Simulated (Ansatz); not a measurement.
# Cs3WC2: the cost of one run

Program: Ansatz 0.2.0. Level of theory: DFT PBE, scalar-relativistic, plane waves, PAW. These are calculated values, not measurements.

**1. The system as given**

Symmetry: P4/mmm, No. 123, tetragonal system. The conventional cell has a = 5.120 Å, b = 5.120 Å, c = 7.692 Å, α = 90.00°, β = 90.00°, γ = 90.00°. Cs (site symmetry 4mm) has 4 C at 3.15 Å in its first shell of neighbours. Cs (site symmetry 4/mmm) is surrounded by 4 C at 2.56 Å. W (site symmetry 4/mmm) is surrounded by 10 Cs at 3.85 to 4.14 Å. C (site symmetry mmm) has 6 Cs at 2.56 to 3.15 Å in its first shell of neighbours.

Coordinates:

```cif
data_structure
_symmetry_space_group_name_H-M 'P 1'
_symmetry_Int_Tables_number 1
_cell_length_a 5.1200
_cell_length_b 5.1200
_cell_length_c 7.6916
_cell_angle_alpha 90.000
_cell_angle_beta 90.000
_cell_angle_gamma 90.000
_cell_volume 201.63
loop_
_atom_site_label
_atom_site_type_symbol
_atom_site_fract_x
_atom_site_fract_y
_atom_site_fract_z
_atom_site_occupancy
Cs1 Cs 0.00000 0.00000 0.73907 1
Cs2 Cs 0.00000 0.00000 0.26093 1
Cs3 Cs 0.50000 0.50000 0.50000 1
W1 W 0.50000 0.50000 0.00000 1
C1 C 0.00000 0.50000 0.50000 1
C2 C 0.50000 0.00000 0.50000 1
```

Recipe of the guess: random cell by space group and Wyckoff sites (P4/mmm, No. 123). The dimensions are guesses.

**2. Probe: one point on a coarse mesh**

The input, input.yaml:

```yaml
crystal:
  lattice:
    - [5.11999689, 0.0, 0.0]
    - [0.0, 5.11999689, 0.0]
    - [0.0, 0.0, 7.69157915]
  atoms:
    - { symbol: Cs, position: [0.0, 0.0, 0.73907183] }
    - { symbol: Cs, position: [0.0, 0.0, 0.26092817] }
    - { symbol: Cs, position: [0.5, 0.5, 0.5] }
    - { symbol: W, position: [0.5, 0.5, 0.0] }
    - { symbol: C, position: [0.0, 0.5, 0.5] }
    - { symbol: C, position: [0.5, 0.0, 0.5] }
basis:
  ecutwfc: 420
kpoints:
  mp_grid: { grid: [4, 4, 2] }
hamiltonian:
  xc: pbe
scf:
  occupations: { method: gaussian, width: 0.1 }
  lower_state_search: "off"
output:
  forces: true
  stress: true
  eigenvalues: true
```

Started as:

```sh
> ansatz run input.yaml --threads 1 --pin off --max-ram 2560MiB --backend cpu --events-out ev --progress --plain --runs-dir out
```

What time and memory should one allow on 1 thread of Intel Xeon at 2.50GHz (Skylake/Cascade Lake), shared host?

About 15 s, with a peak of 0.47 GiB.
